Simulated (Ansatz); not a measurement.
# Sc2Cu3: the cost of one run

Program: Ansatz 0.2.0. Level of theory: DFT PBE, scalar-relativistic, plane waves, PAW. These are calculated values, not measurements.

## 1. Starting point

The structure is trigonal, space group P-3m1 (No. 164). The conventional cell has a = 4.030 Å, b = 4.030 Å, c = 4.983 Å, α = 90.00°, β = 90.00°, γ = 120.00°. Sc (site symmetry 3m) is surrounded by 8 Cu at 2.38 to 2.60 Å. Cu (site symmetry -3m) has 6 Sc at 2.47 Å as nearest neighbours. Cu (site symmetry 3m) is surrounded by 5 Sc at 2.38 to 2.60 Å and 3 Cu at 2.73 Å.

Coordinates:

```xyz
5
Lattice="4.0301 0.0000 0.0000 -2.0151 3.4902 0.0000 0.0000 0.0000 4.9829" Properties=species:S:1:pos:R:3 pbc="T T T"
Sc    0.0000    2.3268    0.8293
Sc    2.0151    1.1634    4.1536
Cu    0.0000    0.0000    0.0000
Cu    0.0000    2.3268    3.2087
Cu    2.0151    1.1634    1.7742
```

The cell is invented: species swapped into a database cell of Ga3Pt2 (P-3m1, No. 164), with Cu on the Ga sites and Sc on the Pt sites. Lengths come from tabulated atomic sizes and are only a guess.

## 2. The guess as it stands, on a coarse mesh

Input file input.yaml:

```yaml
crystal:
  lattice:
    - [4.03012905, 0.0, 0.0]
    - [-2.01506452, 3.49019414, 0.0]
    - [0.0, 0.0, 4.98290749]
  atoms:
    - { symbol: Sc, position: [0.33333333, 0.66666667, 0.16642144] }
    - { symbol: Sc, position: [0.66666667, 0.33333333, 0.83357856] }
    - { symbol: Cu, position: [0.0, 0.0, 0.0] }
    - { symbol: Cu, position: [0.33333333, 0.66666667, 0.64393747] }
    - { symbol: Cu, position: [0.66666667, 0.33333333, 0.35606253] }
basis:
  ecutwfc: 420
kpoints:
  mp_grid: { grid: [6, 6, 4] }
hamiltonian:
  xc: pbe
scf:
  occupations: { method: gaussian, width: 0.1 }
  lower_state_search: "off"
output:
  forces: true
  stress: true
  eigenvalues: true
```

Started as:

```
$ ansatz run input.yaml --threads 1 --pin off --max-ram 2560MiB --backend cpu --events-out ev --progress --plain --runs-dir out
```

What time and memory should one allow on 1 thread of AMD EPYC 7R43 (Zen 3), shared host?

About 5.8 s, with a peak of 0.43 GiB.
